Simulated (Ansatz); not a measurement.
# ZrIrAu3: the cost of one run

Program: Ansatz 0.2.0. Level of theory: DFT PBE, scalar-relativistic, plane waves, PAW. These are calculated values, not measurements.

1 further run of the same task is left out (it didn't finish).

## 1. The starting structure

It takes space group Pm-3m (No. 221, cubic). Conventional cell: a = 5.092 Å, b = 5.092 Å, c = 5.092 Å, α = 90.00°, β = 90.00°, γ = 90.00°. Zr (site symmetry m-3m) is surrounded by 6 Au at 2.55 Å. Ir (site symmetry m-3m) has 12 Au at 3.60 Å as nearest neighbours. Au (site symmetry 4/mmm) is surrounded by 2 Zr at 2.55 Å.

Structure file:

```xyz
5
Lattice="5.0921 0.0000 0.0000 0.0000 5.0921 0.0000 0.0000 0.0000 5.0921" Properties=species:S:1:pos:R:3 pbc="T T T"
Zr    2.5461    2.5461    2.5461
Ir    0.0000    0.0000    0.0000
Au    0.0000    2.5461    2.5461
Au    2.5461    0.0000    2.5461
Au    2.5461    2.5461    0.0000
```

The cell was relaxed beforehand at this level, from a database cell with other species swapped in; it is a trial structure. At a tolerance of 0.05 Å it has space group Pm-3m (No. 221); it has 26.41 Å³/atom, an uncorrected energy of +1.56 eV/atom over the elements.

## 2. Electronic structure at the relaxed geometry

input.yaml

```yaml
crystal:
  lattice:
    - [5.0921206162, 0.0, 0.0]
    - [0.0, 5.0921206162, 0.0]
    - [0.0, 0.0, 5.0921206162]
  atoms:
    - { symbol: Zr, position: [0.5, 0.5, 0.5], spin: 0.16 }
    - { symbol: Ir, position: [0.0, 0.0, 0.0], spin: 1.85 }
    - { symbol: Au, position: [0.0, 0.5, 0.5] }
    - { symbol: Au, position: [0.5, 0.0, 0.5] }
    - { symbol: Au, position: [0.5, 0.5, 0.0] }
basis:
  ecutwfc: 420
kpoints:
  mp_grid: { grid: [8, 8, 8] }
  band_path:
    path:
      - [[0.0, 0.0, 0.0], [0.0, 0.5, 0.0], [0.5, 0.5, 0.0], [0.0, 0.0, 0.0], [0.5, 0.5, 0.5], [0.0, 0.5, 0.0]]
      - [[0.5, 0.5, 0.5], [0.5, 0.5, 0.0]]
    npoints: 14
hamiltonian:
  xc: pbe
scf:
  occupations: { method: gaussian, width: 0.1 }
  n_extra_bands: 12
output:
  forces: true
  stress: true
  eigenvalues: true
  populations: true
  dos: { projected: true, de: 0.02, nscf_kmesh: { grid: [10, 10, 10] } }
  bader: true
  write_density: true
  write_potential: true
  elf: true
  volumetric_format: npy
magnetization:
  spin_polarized: true
checkpoint:
  read: start.run
  write: ck
  compress: false
  write_wavefunctions: false
  write_every: 100000
```

The run is started by

```bash
ansatz run input.yaml --threads 1 --pin off --max-ram 2048MiB --backend cpu --events-out ev --progress --plain --runs-dir out
```

What time and memory should one allow on 1 thread of Arm Neoverse V2, shared host?

About 2.1 min, with a peak of 0.78 GiB.
